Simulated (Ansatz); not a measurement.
# Cl4GeH3N: the cost of one run

All numbers below are computed with Ansatz 0.2.0 (RHF/def2-SVP).

**1. The system as given**

Bond lengths: Ge1–Cl2 2.570 Å, Ge1–Cl3 2.220 Å, Ge1–Cl4 2.218 Å, Ge1–Cl5 2.218 Å, Ge1–N6 2.210 Å, N6–H7 1.060 Å, N6–H8 1.060 Å. Angles: Cl2–Ge1–Cl3 109.5°, Cl2–Ge1–Cl4 109.5°, Cl2–Ge1–Cl5 109.5°, Cl2–Ge1–N6 71.6°, Cl3–Ge1–Cl4 109.5°, Cl3–Ge1–Cl5 109.5°, Cl3–Ge1–N6 178.9°, Cl4–Ge1–Cl5 109.5°, Cl4–Ge1–N6 70.0°, Cl5–Ge1–N6 70.0°, Ge1–N6–H7 120.0°, Ge1–N6–H8 120.0°, H7–N6–H8 120.0°.

Structure file:

```xyz
9

Ge    0.0000    0.0000    0.0000
Cl    0.0000    0.0000    2.5700
Cl    2.0935    0.0000   -0.7393
Cl   -1.0456    1.8115   -0.7393
Cl   -1.0456   -1.8115   -0.7393
N    -2.0973    0.0000    0.6969
H    -2.8173   -0.6071    0.2106
H    -2.3831    0.6071    1.5174
H    -1.4594    0.0000    1.8686
```

**2. A restrained relaxation towards end A**

Springs on the bonds that form and break draw the guess towards this end; the thresholds are loose.

input.yaml

```yaml
crystal:
  periodic: [false, false, false]
  atoms:
    - { symbol: Ge, position_ang: [0.0, 0.0, 0.0] }
    - { symbol: Cl, position_ang: [0.0, 0.0, 2.57] }
    - { symbol: Cl, position_ang: [2.0935, 0.0, -0.7393] }
    - { symbol: Cl, position_ang: [-1.0456, 1.8115, -0.7393] }
    - { symbol: Cl, position_ang: [-1.0456, -1.8115, -0.7393] }
    - { symbol: "N", position_ang: [-2.0973, 0.0, 0.6969] }
    - { symbol: H, position_ang: [-2.8173, -0.6071, 0.2106] }
    - { symbol: H, position_ang: [-2.3831, 0.6071, 1.5174] }
    - { symbol: H, position_ang: [-1.4594, 0.0, 1.8686] }
basis:
  gaussian: { orbitals: def2-SVP }
hamiltonian:
  xc: hf
relax:
  f_tol: 0.15
  max_steps: 25
  restrain:
    - { distance: [0, 5], at: 3.11, k: 30.0 }
    - { distance: [8, 1], at: 2.57, k: 30.0 }
    - { distance: [0, 1], at: 2.22, k: 30.0 }
    - { distance: [8, 5], at: 1.06, k: 30.0 }
```

Launch:

```console
$ ansatz run input.yaml --threads 4 --pin off --max-ram 5120MiB --backend cpu --events-out ev --progress --plain --runs-dir out
```

What time and memory should one allow on 4 threads of Arm Neoverse V1, shared host?

About 19 s, with a peak of 0.39 GiB.
